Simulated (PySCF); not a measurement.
**C₁₄H₁₀N₂: electronic excitations at several levels of theory**

Aim: compute the electronic excitations of C₁₄H₁₀N₂ (`N#Cc1cccc(/C=C/c2ccncc2)c1`) at several levels, and see how far they spread and what each costs.

Computed with PySCF 2.14.0, with density-fitted response routines of our own, on a single molecule in the gas phase. Atoms are numbered from 0 throughout.

### 1 The starting structure

26 atoms, charge 0, multiplicity 1; geometry from: GFN2-xTB.

Bonds of the start (Å): N0–C1 1.15, C1–C2 1.42, C2–C3 1.40, C3–C4 1.38, C4–C5 1.38, C5–C6 1.40, C6–C7 1.45, C7–C8 1.34, C8–C9 1.45, C9–C10 1.40, C10–C11 1.38, C11–N12 1.32, N12–C13 1.32, C13–C14 1.38, C6–C15 1.39, C15–C2 1.39, C14–C9 1.40, C3–H16 1.08, C4–H17 1.08, C5–H18 1.08, C7–H19 1.08, C8–H20 1.08, C10–H21 1.08, C11–H22 1.08, C13–H23 1.08, C14–H24 1.08, C15–H25 1.08.

### 2 Relaxing the molecule at PBE0-D3(BJ)/def2-SVP

What the job is given:

```
{"job": {"xc": "PBE0", "basis": "def2-SVP", "d3": "d3bj", "grid": 2, "kind": "geom"}, "charge": 0, "multiplicity": 1}
N     -4.430010    -2.710550     1.345500
C     -3.935490    -1.838780     0.789390
C     -3.325250    -0.763210     0.101000
C     -4.116090     0.144120    -0.606030
C     -3.504370     1.181060    -1.285430
C     -2.128640     1.316240    -1.259990
C     -1.321690     0.423180    -0.545710
C      0.116860     0.622310    -0.549140
C      1.005290    -0.014480     0.225790
C      2.441460     0.198140     0.223140
C      3.116580     0.956920    -0.737670
C      4.489680     1.093800    -0.640670
N      5.219260     0.541680     0.314960
C      4.590070    -0.183180     1.224850
C      3.221880    -0.385820     1.226460
C     -1.941370    -0.625700     0.132630
H     -5.188870     0.024310    -0.618720
H     -4.103820     1.887440    -1.840090
H     -1.663770     2.131270    -1.796120
H      0.460200     1.381370    -1.239660
H      0.664970    -0.743580     0.949320
H      2.586850     1.424890    -1.552040
H      5.040760     1.675610    -1.368400
H      5.218770    -0.622870     1.988360
H      2.760190    -0.985110     1.997260
H     -1.358250    -1.350580     0.679810
```

What it wrote:

```text
step   0  E = -647.78023413  max force = 0.025474
step   1  E = -647.78283475  max force = 0.002554
step   2  E = -647.78239711  max force = 0.005976
step   3  E = -647.78299254  max force = 0.002016
step   4  E = -647.78301622  max force = 0.000951
step   5  E = -647.78305482  max force = 0.000683
step   6  E = -647.78304875  max force = 0.000936
step   7  E = -647.78306880  max force = 0.000276
optimisation converged
```

It took 6.6 min on 8 threads of Intel Xeon Platinum 8259CL at 2.50GHz (Skylake/Cascade Lake), shared host.

The steps of the relaxation: (the energy doesn't fall at every step)

```
step  energy from step 0 (eV)  largest force component (eV/Å)
   0                   0.0000                          1.3099
   1                  -0.0708                          0.1313
   2                  -0.0589                          0.3073
   3                  -0.0751                          0.1037
   4                  -0.0757                          0.0489
   5                  -0.0768                          0.0351
   6                  -0.0766                          0.0481
   7                  -0.0771                          0.0142
```

Close pairs (by a distance rule), those that changed most:

| bond | before (Å) | after (Å) | change (Å) |
| --- | --- | --- | --- |
| C1–C2 | 1.415 | 1.433 | +0.018 |
| C13–H23 | 1.082 | 1.096 | +0.014 |
| C11–H22 | 1.082 | 1.096 | +0.014 |
| C10–H21 | 1.078 | 1.092 | +0.013 |
| N0–C1 | 1.146 | 1.159 | +0.013 |
| C14–H24 | 1.080 | 1.093 | +0.013 |
| C8–H20 | 1.082 | 1.095 | +0.013 |
| C7–H19 | 1.082 | 1.095 | +0.013 |

The end geometry stands in the next job.

```csv
at the end point,value
point group (found at 0.08 Å tolerance),C1
"rotational constants (GHz, main isotopes)","1.391, 0.205, 0.179"
dipole moment (D),3.76
```

### 3 TDDFT and polarisability: CAM-B3LYP/def2-SVPD

What the job is given:

```
{"job": {"kind": "uv", "xc": "CAM-B3LYP", "basis": "def2-SVPD", "nstates": 12, "ntriplets": 4}, "charge": 0, "multiplicity": 1}
N     -4.481500    -2.677813     1.433012
C     -3.975969    -1.816387     0.844558
C     -3.352002    -0.750411     0.117086
C     -4.140586     0.139752    -0.630165
C     -3.519647     1.162040    -1.337249
C     -2.135033     1.300458    -1.300399
C     -1.330250     0.424987    -0.552211
C      0.118089     0.624769    -0.542555
C      1.012803    -0.019296     0.230144
C      2.458797     0.192907     0.228796
C      3.131760     1.000842    -0.701841
C      4.511659     1.140452    -0.607059
N      5.258698     0.546404     0.323024
C      4.628598    -0.224717     1.203776
C      3.251440    -0.434470     1.200690
C     -1.962075    -0.609504     0.153191
H     -5.224644     0.017581    -0.651102
H     -4.121040     1.858868    -1.924803
H     -1.657804     2.108618    -1.860788
H      0.476451     1.394537    -1.233521
H      0.660003    -0.764447     0.950533
H      2.593788     1.511720    -1.502684
H      5.044652     1.768667    -1.330234
H      5.252552    -0.710744     1.962899
H      2.793429    -1.081074     1.953475
H     -1.376972    -1.325258     0.732228
```

Method: TDDFT CAM-B3LYP/def2-SVPD, vertical, gas phase, core orbitals frozen in the response.

What it wrote:

```text
coarse grid: 23528 points
cycle   1  E = -647.9588730387  dE =  3.264e+00  |g| = 5.703e-01  |ddm| = 3.186e+01
cycle   2  E = -647.8723824321  dE =  8.649e-02  |g| = 9.151e-01  |ddm| = 7.845e+00
cycle   3  E = -648.0519676708  dE = -1.796e-01  |g| = 1.033e-01  |ddm| = 3.307e+00
cycle   4  E = -648.0536601407  dE = -1.692e-03  |g| = 6.864e-02  |ddm| = 1.007e+00
cycle   5  E = -648.0546678090  dE = -1.008e-03  |g| = 1.696e-02  |ddm| = 5.312e-01
cycle   6  E = -648.0547303673  dE = -6.256e-05  |g| = 4.919e-03  |ddm| = 1.539e-01
cycle   7  E = -648.0547375371  dE = -7.170e-06  |g| = 1.544e-03  |ddm| = 3.650e-02
final grid: 232616 points
cycle   8  E = -648.1834499967  dE = -5.956e-05  |g| = 3.751e-03  |ddm| = 3.878e-01
cycle   9  E = -648.1834507547  dE = -7.580e-07  |g| = 3.546e-03  |ddm| = 5.708e-02
cycle  10  E = -648.1834540618  dE = -3.307e-06  |g| = 7.010e-04  |ddm| = 2.552e-02
cycle  11  E = -648.1834541724  dE = -1.106e-07  |g| = 2.847e-04  |ddm| = 4.896e-03
cycle  12  E = -648.1834541912  dE = -1.882e-08  |g| = 1.032e-04  |ddm| = 2.654e-03
cycle  13  E = -648.1834541935  dE = -2.346e-09  |g| = 3.170e-05  |ddm| = 5.379e-04
cycle  14  E = -648.1834541938  dE = -2.235e-10  |g| = 1.335e-05  |ddm| = 1.339e-04
converged SCF energy = -648.1834541938

Static polarisability (au): isotropic 194.196, principal 92.185 189.359 301.044

Singlet excitations
state   eV       nm        f      main configurations
  1   4.2463    292.0   0.89618   H->L 0.93
  2   4.6162    268.6   0.00279   H-1->L 0.73, H-1->L+3 0.12
  3   4.6452    266.9   0.05272   H->L+1 0.59, H-3->L 0.24
  4   4.9497    250.5   0.02676   H-2->L 0.68, H->L+2 0.10
  5   5.4071    229.3   0.00011   H-1->L+2 0.59, H-1->L+3 0.38
  6   5.5432    223.7   0.19395   H-3->L 0.44, H->L+1 0.26, H-3->L+1 0.14
  7   5.7359    216.2   0.12017   H-3->L+1 0.37, H-4->L 0.17, H-3->L 0.16
  8   6.0143    206.1   0.24416   H->L+2 0.49, H-2->L 0.17, H-3->L+1 0.14
  9   6.1279    202.3   0.00532   H-4->L 0.41, H->L+3 0.39, H->L+2 0.12
 10   6.2242    199.2   0.25869   H-4->L 0.23, H-3->L+1 0.22, H->L+3 0.21
 11   6.5937    188.0   0.00157   H->L+4 0.84
 12   6.6673    186.0   0.00274   H-6->L+1 0.77

Triplet excitations (Tamm-Dancoff, eV): 2.6823 3.7992 4.0377 4.0741
```

Run time: 6.2 min. Hardware: 8 threads of Intel Xeon Platinum 8259CL at 2.50GHz (Skylake/Cascade Lake), shared host.

The orbitals next to the gap, with their largest atomic shares:

```csv
orbital,eV,atoms
HOMO−3,-9.26,"C2 18 %, C15 17 %, C5 16 %"
HOMO−2,-9.09,"C10 21 %, C14 20 %, C11 20 %"
HOMO−1,-9.05,"N12 60 %, C13 11 %, C11 11 %"
HOMO,-8.07,"C8 16 %, C7 16 %, C3 9 %"
LUMO,-1.45,"C8 14 %, C7 14 %, C3 9 %"
LUMO+1,-0.70,"C2 16 %, C15 16 %, C5 15 %"
LUMO+2,0.35,"C13 17 %, C10 15 %, C14 10 %"
```

With each of the 12 states as a Gaussian band of 0.4 eV half-width at 1/e, the curve within the window shown has maxima at 291 nm (ε 37,000), 206 nm (ε 23,000) L/(mol cm). Beyond the last state computed it falls off for lack of states. The curve at chosen wavelengths:

nm, ε (L/mol/cm) and a bar:
```
      178        459 
      184       2547 ##
      191       9438 #######
      197      17370 ##############
      204      22686 ##################
      210      22423 ##################
      217      19206 ################
      223      15415 ############
      230      10549 ########
      236       7002 #####
      243       4708 ####
      249       4672 ###
      256       7055 #####
      262      11337 #########
      269      18674 ###############
      275      25889 #####################
      282      33164 ###########################
      288      36676 ##############################
      295      36577 ##############################
      301      33249 ###########################
      308      27012 ######################
      314      21009 #################
      321      14538 ############
      327      10021 ########
      334       6130 #####
      340       3853 ###
```

Further results of this job:

| property | computed |
| --- | --- |
| dipole moment (D) | 4.00 |
| polarisability (Å³) | 28.78 |
| HOMO–LUMO gap (eV) | 6.62 |
| −ε(HOMO) (eV) | 8.07 |

### 4 Excited states and response: PBE0/def2-SVPD

Same as in step 3 but for these lines:

```diff
@@ -1,2 +1,2 @@
-{"job": {"kind": "uv", "xc": "CAM-B3LYP", "basis": "def2-SVPD", "nstates": 12, "ntriplets": 4}, "charge": 0, "multiplicity": 1}
+{"job": {"kind": "uv", "xc": "PBE0", "basis": "def2-SVPD", "nstates": 12, "ntriplets": 4}, "charge": 0, "multiplicity": 1}
 N     -4.481500    -2.677813     1.433012
```

Method: TDDFT PBE0/def2-SVPD, vertical, gas phase, core orbitals frozen in the response.

What it wrote:

```text
coarse grid: 23528 points
cycle   1  E = -647.6160719324  dE =  2.754e+00  |g| = 5.112e-01  |ddm| = 2.655e+01
cycle   2  E = -647.4744585944  dE =  1.416e-01  |g| = 9.638e-01  |ddm| = 9.185e+00
cycle   3  E = -647.6804121565  dE = -2.060e-01  |g| = 1.832e-01  |ddm| = 3.737e+00
cycle   4  E = -647.6877793745  dE = -7.367e-03  |g| = 6.260e-02  |ddm| = 1.351e+00
cycle   5  E = -647.6885557911  dE = -7.764e-04  |g| = 2.520e-02  |ddm| = 4.541e-01
cycle   6  E = -647.6886925771  dE = -1.368e-04  |g| = 7.101e-03  |ddm| = 2.186e-01
cycle   7  E = -647.6887058762  dE = -1.330e-05  |g| = 2.288e-03  |ddm| = 6.270e-02
cycle   8  E = -647.6887072538  dE = -1.378e-06  |g| = 4.701e-04  |ddm| = 7.840e-03
final grid: 232616 points
cycle   9  E = -647.7795573595  dE = -6.229e-05  |g| = 8.067e-03  |ddm| = 5.304e-01
cycle  10  E = -647.7795567334  dE =  6.261e-07  |g| = 8.487e-03  |ddm| = 1.621e-01
cycle  11  E = -647.7795751036  dE = -1.837e-05  |g| = 1.804e-03  |ddm| = 7.736e-02
cycle  12  E = -647.7795758718  dE = -7.682e-07  |g| = 5.248e-04  |ddm| = 1.216e-02
cycle  13  E = -647.7795759355  dE = -6.368e-08  |g| = 1.718e-04  |ddm| = 3.534e-03
cycle  14  E = -647.7795759407  dE = -5.217e-09  |g| = 8.701e-05  |ddm| = 7.794e-04
cycle  15  E = -647.7795759422  dE = -1.517e-09  |g| = 3.177e-05  |ddm| = 4.602e-04
cycle  16  E = -647.7795759425  dE = -2.451e-10  |g| = 5.287e-06  |ddm| = 1.033e-04
converged SCF energy = -647.7795759425

Static polarisability (au): isotropic 199.193, principal 91.810 190.318 315.450

Singlet excitations
state   eV       nm        f      main configurations
  1   4.0496    306.2   0.31927   H-1->L 0.59, H->L 0.34
  2   4.0667    304.9   0.58600   H->L 0.60, H-1->L 0.34
  3   4.3009    288.3   0.05413   H->L+1 0.71, H-3->L 0.22
  4   4.5802    270.7   0.02353   H-2->L 0.86
  5   4.9878    248.6   0.07103   H-3->L 0.70, H->L+1 0.23
  6   5.1549    240.5   0.00007   H-1->L+2 0.62, H-1->L+3 0.34
  7   5.3505    231.7   0.00102   H-4->L 0.38, H->L+2 0.34, H->L+3 0.24
  8   5.3939    229.9   0.00011   H-1->L+1 0.96
  9   5.4472    227.6   0.03335   H->L+2 0.47, H->L+3 0.22, H-4->L 0.11
 10   5.5801    222.2   0.09864   H-2->L+1 0.41, H-3->L+1 0.31, H-4->L 0.12
 11   5.5960    221.6   0.11767   H-2->L+1 0.58, H-3->L+1 0.21, H->L+3 0.11
 12   5.8874    210.6   0.00237   H-1->L+3 0.56, H-1->L+2 0.30

Triplet excitations (Tamm-Dancoff, eV): 2.5840 3.5999 3.6795 3.8776
```

Wall time 4.3 min (8 threads of Intel Xeon Platinum 8259CL at 2.50GHz (Skylake/Cascade Lake), shared host).

This run: HOMO -6.98 eV, LUMO -2.46 eV; lowest singlet 4.05 eV.

### 5 Ultraviolet spectrum: PBE/def2-SVPD

Same as in step 4 but for these lines:

```diff
@@ -1,2 +1,2 @@
-{"job": {"kind": "uv", "xc": "PBE0", "basis": "def2-SVPD", "nstates": 12, "ntriplets": 4}, "charge": 0, "multiplicity": 1}
+{"job": {"kind": "uv", "xc": "PBE", "basis": "def2-SVPD", "nstates": 12, "ntriplets": 4}, "charge": 0, "multiplicity": 1}
 N     -4.481500    -2.677813     1.433012
```

Method: TDDFT PBE/def2-SVPD, vertical, gas phase, core orbitals frozen in the response.

What it wrote:

```text
coarse grid: 23528 points
cycle   1  E = -647.4971607810  dE =  2.153e+00  |g| = 6.438e-01  |ddm| = 3.350e+01
cycle   2  E = -647.2048510674  dE =  2.923e-01  |g| = 1.283e+00  |ddm| = 1.562e+01
cycle   3  E = -647.5508920653  dE = -3.460e-01  |g| = 5.135e-01  |ddm| = 7.941e+00
cycle   4  E = -647.6127523820  dE = -6.186e-02  |g| = 9.211e-02  |ddm| = 2.331e+00
cycle   5  E = -647.6143236627  dE = -1.571e-03  |g| = 4.806e-02  |ddm| = 6.211e-01
cycle   6  E = -647.6148227573  dE = -4.991e-04  |g| = 1.719e-02  |ddm| = 3.885e-01
cycle   7  E = -647.6148846575  dE = -6.190e-05  |g| = 8.081e-03  |ddm| = 1.685e-01
cycle   8  E = -647.6149022454  dE = -1.759e-05  |g| = 1.844e-03  |ddm| = 2.968e-02
cycle   9  E = -647.6149030794  dE = -8.340e-07  |g| = 6.367e-04  |ddm| = 7.826e-03
final grid: 232616 points
cycle  10  E = -647.7399272590  dE = -8.428e-05  |g| = 1.423e-02  |ddm| = 7.844e-01
cycle  11  E = -647.7398718992  dE =  5.536e-05  |g| = 2.019e-02  |ddm| = 3.243e-01
cycle  12  E = -647.7399785318  dE = -1.066e-04  |g| = 5.258e-03  |ddm| = 1.941e-01
cycle  13  E = -647.7399850580  dE = -6.526e-06  |g| = 1.572e-03  |ddm| = 2.860e-02
cycle  14  E = -647.7399855676  dE = -5.096e-07  |g| = 6.388e-04  |ddm| = 6.128e-03
cycle  15  E = -647.7399856552  dE = -8.759e-08  |g| = 1.553e-04  |ddm| = 3.568e-03
cycle  16  E = -647.7399856602  dE = -4.968e-09  |g| = 6.000e-05  |ddm| = 8.403e-04
cycle  17  E = -647.7399856610  dE = -7.860e-10  |g| = 2.937e-05  |ddm| = 2.988e-04
converged SCF energy = -647.7399856610

Static polarisability (au): isotropic 209.104, principal 92.834 195.472 339.005

Singlet excitations
state   eV       nm        f      main configurations
  1   2.8929    428.6   0.00042   H->L 0.99
  2   3.4096    363.6   0.00004   H->L+1 1.00
  3   3.6466    340.0   0.03581   H-1->L+1 0.74, H-3->L 0.20
  4   3.7416    331.4   0.84198   H-1->L 0.91
  5   3.9053    317.5   0.02584   H-2->L 0.89
  6   4.1420    299.3   0.02059   H-3->L 0.72, H-1->L+1 0.17
  7   4.2860    289.3   0.00045   H-2->L+1 0.99
  8   4.3453    285.3   0.00011   H->L+2 0.98
  9   4.4763    277.0   0.00276   H-4->L 0.48, H-1->L+3 0.31, H-1->L+2 0.18
 10   4.5177    274.4   0.00133   H->L+3 0.95
 11   4.6495    266.7   0.03466   H-1->L+2 0.62, H-1->L+3 0.23
 12   5.1544    240.5   0.10859   H-3->L+1 0.28, H-4->L 0.18, H-1->L+3 0.16

Triplet excitations (Tamm-Dancoff, eV): 2.5252 2.6859 3.3243 3.4087
```

Run time: 2.5 min. Hardware: 8 threads of Intel Xeon Platinum 8259CL at 2.50GHz (Skylake/Cascade Lake), shared host.

This run: HOMO -6.03 eV, LUMO -3.22 eV; lowest singlet 2.89 eV.

### 6 TDDFT and polarisability: B3LYP/def2-SVPD

Same as in step 5 but for these lines:

```diff
@@ -1,2 +1,2 @@
-{"job": {"kind": "uv", "xc": "PBE", "basis": "def2-SVPD", "nstates": 12, "ntriplets": 4}, "charge": 0, "multiplicity": 1}
+{"job": {"kind": "uv", "xc": "B3LYP", "basis": "def2-SVPD", "nstates": 12, "ntriplets": 4}, "charge": 0, "multiplicity": 1}
 N     -4.481500    -2.677813     1.433012
```

With the program's defaults for keys left out, this is: TDDFT B3LYP/def2-SVPD, vertical, gas phase, core orbitals frozen in the response.

What it wrote:

```text
coarse grid: 23528 points
cycle   1  E = -648.3382626954  dE =  2.613e+00  |g| = 5.658e-01  |ddm| = 3.347e+01
cycle   2  E = -648.1480291535  dE =  1.902e-01  |g| = 1.089e+00  |ddm| = 1.160e+01
cycle   3  E = -648.4111568974  dE = -2.631e-01  |g| = 2.440e-01  |ddm| = 4.661e+00
cycle   4  E = -648.4247171848  dE = -1.356e-02  |g| = 6.912e-02  |ddm| = 1.725e+00
cycle   5  E = -648.4256220846  dE = -9.049e-04  |g| = 3.114e-02  |ddm| = 4.526e-01
cycle   6  E = -648.4258265865  dE = -2.045e-04  |g| = 9.339e-03  |ddm| = 2.692e-01
cycle   7  E = -648.4258491064  dE = -2.252e-05  |g| = 3.053e-03  |ddm| = 8.034e-02
cycle   8  E = -648.4258515565  dE = -2.450e-06  |g| = 5.901e-04  |ddm| = 1.083e-02
final grid: 232616 points
cycle   9  E = -648.5495449192  dE = -7.527e-05  |g| = 5.821e-03  |ddm| = 6.019e-01
cycle  10  E = -648.5495413114  dE =  3.608e-06  |g| = 7.002e-03  |ddm| = 1.177e-01
cycle  11  E = -648.5495538625  dE = -1.255e-05  |g| = 1.746e-03  |ddm| = 6.343e-02
cycle  12  E = -648.5495546334  dE = -7.709e-07  |g| = 4.075e-04  |ddm| = 9.944e-03
cycle  13  E = -648.5495546663  dE = -3.284e-08  |g| = 1.965e-04  |ddm| = 2.318e-03
cycle  14  E = -648.5495546733  dE = -7.073e-09  |g| = 9.218e-05  |ddm| = 8.942e-04
cycle  15  E = -648.5495546752  dE = -1.870e-09  |g| = 2.410e-05  |ddm| = 3.954e-04
cycle  16  E = -648.5495546753  dE = -1.417e-10  |g| = 5.305e-06  |ddm| = 8.833e-05
converged SCF energy = -648.5495546753

Static polarisability (au): isotropic 201.996, principal 92.526 192.311 321.152

Singlet excitations
state   eV       nm        f      main configurations
  1   3.9051    317.5   0.01634   H-1->L 0.93
  2   3.9654    312.7   0.84861   H->L 0.91
  3   4.1547    298.4   0.07213   H->L+1 0.71, H-3->L 0.21
  4   4.4398    279.3   0.02142   H-2->L 0.87
  5   4.8043    258.1   0.05804   H-3->L 0.72, H->L+1 0.20
  6   5.0042    247.8   0.00009   H-1->L+1 0.49, H-1->L+2 0.37, H-1->L+3 0.14
  7   5.0739    244.4   0.00010   H-1->L+1 0.51, H-1->L+2 0.34, H-1->L+3 0.15
  8   5.1430    241.1   0.00094   H-4->L 0.41, H->L+2 0.29, H->L+3 0.28
  9   5.2535    236.0   0.03380   H->L+2 0.49, H->L+3 0.22, H-2->L 0.09
 10   5.2993    234.0   0.00457   H-2->L+1 0.93
 11   5.4617    227.0   0.19746   H-3->L+1 0.52, H-4->L 0.22, H->L+3 0.20
 12   5.6446    219.7   0.00230   H-1->L+3 0.65, H-1->L+2 0.26

Triplet excitations (Tamm-Dancoff, eV): 2.6007 3.5194 3.6335 3.8522
```

Wall time 4.3 min (8 threads of Intel Xeon Platinum 8259CL at 2.50GHz (Skylake/Cascade Lake), shared host).

In short: HOMO -6.77 eV, LUMO -2.60 eV; lowest singlet 3.91 eV.

### 7 Comparing the runs: electronic excitations

Excitations and ground-state properties, with basis size and wall time:

| run | lowest singlet (eV) | brightest (eV) | f | gap (eV) | α (Å³) | μ (D) | functions | time |
| --- | --- | --- | --- | --- | --- | --- | --- | --- |
| CAM-B3LYP/def2-SVPD | 4.25 | 4.25 | 0.896 | 6.62 | 28.78 | 4.00 | 400 | 6.2 min |
| PBE0/def2-SVPD | 4.05 | 4.07 | 0.586 | 4.52 | 29.52 | 3.95 | 400 | 4.3 min |
| PBE/def2-SVPD | 2.89 | 3.74 | 0.842 | 2.81 | 30.99 | 3.86 | 400 | 2.5 min |
| B3LYP/def2-SVPD | 3.91 | 3.97 | 0.849 | 4.17 | 29.93 | 3.96 | 400 | 4.3 min |

### 8 Results

```
                            quantity                        value
                         point group                           C1
rotational constants (main isotopes)         1.39, 0.20, 0.18 GHz
lowest singlet (CAM-B3LYP/def2-SVPD)  4.25 eV (292 nm), f = 0.896
                      lowest triplet                      2.68 eV
         range of the lowest singlet              2.89 to 4.25 eV
```

In words: Single values in the summary come from the first sound run of each kind (CAM-B3LYP/def2-SVPD), which need not be the best level. Over 7 steps the energy fell by 0.077 eV; of the close pairs, C1–C2 changed most, 1.415 to 1.433 Å. The lowest singlet, at 4.25 eV, is HOMO→LUMO 0.93 and is bright. The lowest triplet lies 1.56 eV below the lowest singlet (triplets in Tamm-Dancoff, singlets in full TDDFT). The lowest singlet runs from 2.89 eV (PBE/def2-SVPD) to 4.25 eV (CAM-B3LYP/def2-SVPD), while the orbital gap spans 2.81 to 6.62 eV. The lowest state need not be the same one in every run.
